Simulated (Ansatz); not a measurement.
# LuTiGe: a relaxation

Aim: a sound relaxation of LuTiGe. The structure is shown as the input types it.

Method: DFT PBEsol, scalar-relativistic, plane waves, PAW; settings changed (as first typed), in Ansatz 0.2.0.

1 further run of the same task is left out (set aside as unsound or not needed). Runs told in other sessions of the task aren't counted.

**1. Starting point**

It takes space group P4/nmm (No. 129, tetragonal). The conventional cell has a = 3.998 Å, b = 3.998 Å, c = 7.543 Å, α = 90.00°, β = 90.00°, γ = 90.00°. Around Ge (site symmetry 4mm) lie 4 Ti at 2.76 Å and 5 Lu at 2.92 to 3.03 Å. Lu (site symmetry 4mm) is surrounded by 5 Ge at 2.92 to 3.03 Å and 4 Ti at 3.29 Å. Ti (site symmetry -4m2) has 4 Ge at 2.76 Å and 4 Ti at 2.83 Å in its first shell of neighbours.

Coordinates:

```
Ge Lu Ti
1.0
     3.99820    0.00000    0.00000
     0.00000    3.99820    0.00000
     0.00000    0.00000    7.54316
Ge Lu Ti
2 2 2
Direct
  0.50000 0.00000 0.25176
  0.00000 0.50000 0.74824
  0.00000 0.50000 0.34693
  0.50000 0.00000 0.65307
  0.50000 0.50000 0.00000
  0.00000 0.00000 0.00000
```

**2. Input and run**

input.yaml

```yaml
crystal:
  lattice:
    - [3.99820285, 0.0, 0.0]
    - [0.0, 3.99820285, 0.0]
    - [0.0, 0.0, 7.54315668]
  atoms:
    - { symbol: Ge, position: [0.5, 0.0, 0.25176279] }
    - { symbol: Ge, position: [0.0, 0.5, 0.74823721] }
    - { symbol: Lu, position: [0.0, 0.5, 0.3469308] }
    - { symbol: Lu, position: [0.5, 0.0, 0.6530692] }
    - { symbol: Ti, position: [0.5, 0.5, 0.0] }
    - { symbol: Ti, position: [0.0, 0.0, 0.0] }
basis:
  ecutwfc: 420
kpoints:
  mp_grid: { grid: [8, 8, 4] }
hamiltonian:
  xc: pbesol
scf:
  occupations: { method: fermi_dirac, width: 1.0 }
  max_iter: 50
output:
  forces: true
  eigenvalues: true
  stress: true
relax:
  adjacent_minimum: "off"
  f_tol: 0.005
  max_steps: 80
  cell: { stress_tol: 0.05 }
```

Started as:

```console
$ ansatz run input.yaml --threads 8 --pin off --max-ram 14336MiB --backend cpu --events-out ev --progress --plain --runs-dir out
```

**Question.** How will this run end, and is anything wrong with its input?

This run ends as converged. Convergence says nothing about whether the input makes sense.

In the input, scf.occupations.method is fermi_dirac; scf.occupations.width is 1.0. Occupations are smeared over electronvolts, wider than many features of the bands. A Fermi-Dirac width of 1 eV is an electron temperature of 11600 K.

To check: set scf.occupations.method to gaussian and scf.occupations.width to 0.05.
